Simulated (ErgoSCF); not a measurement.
**InNH3 (SMILES [NH2][InH]), run twice**

Wanted: the energy of InNH3, UPBE/STO-3G.

The results are computed with ErgoSCF 3.8.

6 further runs of the same task are left out: 1 that didn't finish, 5 set aside as unsound or not needed.

### Step 1. Starting point

The species is InNH3 (5 atoms), meant as a doublet with charge 0. SMILES: `[NH2][InH]`. The shape is that of a PBE0-D4/def2-TZVP optimisation. This is one conformer, not always the lowest.

Bond lengths: N1–In2 2.036 Å, N1–H3 1.011 Å, N1–H4 1.009 Å, In2–H5 1.761 Å. Angles: N1–In2–H5 116.4°, In2–N1–H3 120.0°, In2–N1–H4 120.8°, H3–N1–H4 109.8°.

### Step 2. First attempt

The input, input.ego:

```
set_nthreads("env")
molecule_inline
N     -0.56578400    -1.39178329     0.50021051
In     1.59984214     1.78843680     0.55935893
H     -1.60022008    -1.81564886    -1.04823108
H      0.03325918    -2.99634974     1.33717021
H     -0.56578400    -1.39178329     0.68918312
EOF
basis = "STO-3G"
scf.use_diagonalization = 1
XC.type = "GC2"
spin_polarization = 1
tmpdir = "."
charge = 0
scf.output_mulliken_pop = 1
scf.max_number_of_iterations = 75
run "PBE"
```

The basis set STO-3G is read from a file made from the Basis Set Exchange's data (not shown).

Launch:

```bash
$ ergo input.ego
```

What it wrote:

```text
[...]
INDF Weighted mixed functional:
[...]
INSC Energy   1 =      -5635.27664135303
[...]
INDE E_LUMO =          0.12624729813
[...]
INSC Energy  18 =      -5716.44862201777  ( diff      0.000000000008185 )
[...]
RESC CONVERGED after  18 iterations.
RESC FINAL ENERGY:      -5716.44862201777
RESC FINAL <S2> =          0.75080869003
[...]
INSC SCF: dipole_moment_x [atomic units] =      -0.88921200
INSC SCF: dipole_moment_y [atomic units] =      -1.89003892
INSC SCF: dipole_moment_z [atomic units] =      -0.29571853
[...]
```

It took 5.7 s on 1 thread of Arm Neoverse V1, shared host; peak memory 0.26 GiB.

### Step 3. Diagnosis

The program ended normally, but the settings are unsound, so its numbers aren't properties of the molecule.

The fault: two atoms lie on top of or far too near each other. As the program read them, the closest atoms are 0.10 Å apart, against 1.01 Å in the sound input.

### Step 4. The mended input

The input, ergo.in:

```
set_nthreads(1)
molecule_inline
N   -0.56578400  -1.39178329   0.50021051
In   1.59984214   1.78843680   0.55935893
H   -1.60022008  -1.81564886  -1.04823108
H    0.03325918  -2.99634974   1.33717021
H    0.62720010   4.27569433  -1.42693220
EOF
scf.max_number_of_iterations = 80
scf.use_diagonalization = 1
tmpdir = "."
basis = "STO-3G"
scf.output_mulliken_pop = 1
XC.type = "GC2"
spin_polarization = 1
run "PBE"
```

The basis set STO-3G is read from a file made from the Basis Set Exchange's data (not shown).

Launch:

```bash
$ ergo < ergo.in
```

What it wrote:

```text
[...]
INDF Weighted mixed functional:
[...]
INSC Energy   1 =      -5655.44629225976
[...]
INDE E_LUMO =          0.01922166716
[...]
INSC Energy  23 =      -5739.94652265502  ( diff     -0.000000000009095 )
[...]
RESC CONVERGED after  23 iterations.
RESC FINAL ENERGY:      -5739.94652265502
RESC FINAL <S2> =          0.75290237957
[...]
INSC SCF: dipole_moment_x [atomic units] =       0.12724024
INSC SCF: dipole_moment_y [atomic units] =      -0.49886480
INSC SCF: dipole_moment_z [atomic units] =       0.00085079
[...]
```

Wall time 7.2 s (1 thread of Arm Neoverse V1, shared host); peak memory 0.26 GiB.

### Step 5. Outcome

Level: UPBE/STO-3G.

| quantity | value |
| --- | --- |
| total energy | -5739.94652 Eh |
| dipole moment | 1.31 D |
| ⟨S²⟩ | 0.753 |

**Reading.** The first attempt's energy was +639.410 eV off this one. Relativity is left out although the molecule holds a heavy atom.
